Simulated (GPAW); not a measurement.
**AgAu3: relaxation of cell and atoms with PBEsol+D3**

The system is AgAu3.

```
CELL_PARAMETERS angstrom
4.12163 0.00000 0.00000
0.00000 4.12163 0.00000
0.00000 0.00000 4.12163
ATOMIC_POSITIONS crystal
Au 0.00000 0.00000 0.50000
Au 0.00000 0.50000 0.00000
Au 0.50000 0.00000 0.00000
Ag 0.50000 0.50000 0.50000
```

The cell comes from a database or a generator and needn't be the stable form of this composition.

* Program: GPAW 26.7.0
* Task: relaxation of cell and atoms
* Functional: PBEsol
* Dispersion: D3
* Potentials or basis: PAW data sets generated in the run's folder for this functional
* Cutoff: 600 eV
* Basis: pw
* k mesh: 7 × 7 × 7
* Occupations: fermi-dirac, width 0.05 eV
* Spin: no spin polarisation
* Maxiter: 150
* Optimizer: BFGS
* Fmax: 0.02 eV/Å
* Max steps: 60
* Convergence: density=1e-05 forces=0.0001

The relaxed volume is 16.56 Å³/atom, the relaxed cell is a = 4.046 Å, b = 4.046 Å, c = 4.046 Å, α = 90.00°, β = 90.00°, γ = 90.00° and the space group after relaxing (to 0.05 Å) is Pm-3m (No. 221). The energy gained by relaxing is 25.8 meV/atom and the ionic steps are 4. The pressure after relaxing is -0.1 GPa, the band gap on the k mesh is none (metal or under the smearing width) and the dispersion energy per atom is -0.523 eV.

Step by step:
| step | energy change (eV) | largest force (eV/Å) | pressure (GPa) | volume (Å³) |
| --- | --- | --- | --- | --- |
| 1 | 0.0000 | 0.0000 | -8.02 | 70.02 |
| 2 | -0.0304 | 0.0000 | -6.90 | 69.36 |
| 3 | -0.1014 | 0.0000 | 1.23 | 65.72 |
| 4 | -0.1031 | 0.0000 | -0.14 | 66.24 |

Final structure:
```xyz
4
Lattice="4.0461 0.0000 0.0000 0.0000 4.0461 0.0000 0.0000 0.0000 4.0461" Properties=species:S:1:pos:R:3 pbc="T T T"
Au    0.0000    0.0000    2.0230
Au    0.0000    2.0230    0.0000
Au    2.0230    0.0000    0.0000
Ag    2.0230    2.0230    2.0230
```

Levels at points of the mesh, in eV from the Fermi level:
| k point | band 21 | band 22 | band 23 | band 24 | band 25 | band 26 | band 27 | band 28 | band 29 | band 30 |
| --- | --- | --- | --- | --- | --- | --- | --- | --- | --- | --- |
| (0.00, 0.00, 0.00) | -1.88 | -1.51 | -1.51 | -1.51 | 1.19 | 1.19 | 1.19 | 5.90 | 5.90 | 7.75 |

Wall time 3 min on 1 thread of Arm Neoverse V1, with other jobs on the host, peak memory 0.25 GiB.

Caveat: with this Au data set, volumes or pressures lay over 1.5 % or 2 GPa off other programs in two to four cells of ten; later steps reuse the first step's grids; pairwise dispersion overbinds metals, which lowers pressure and volume. The run has no spin-orbit coupling, so splittings on Au are missing.
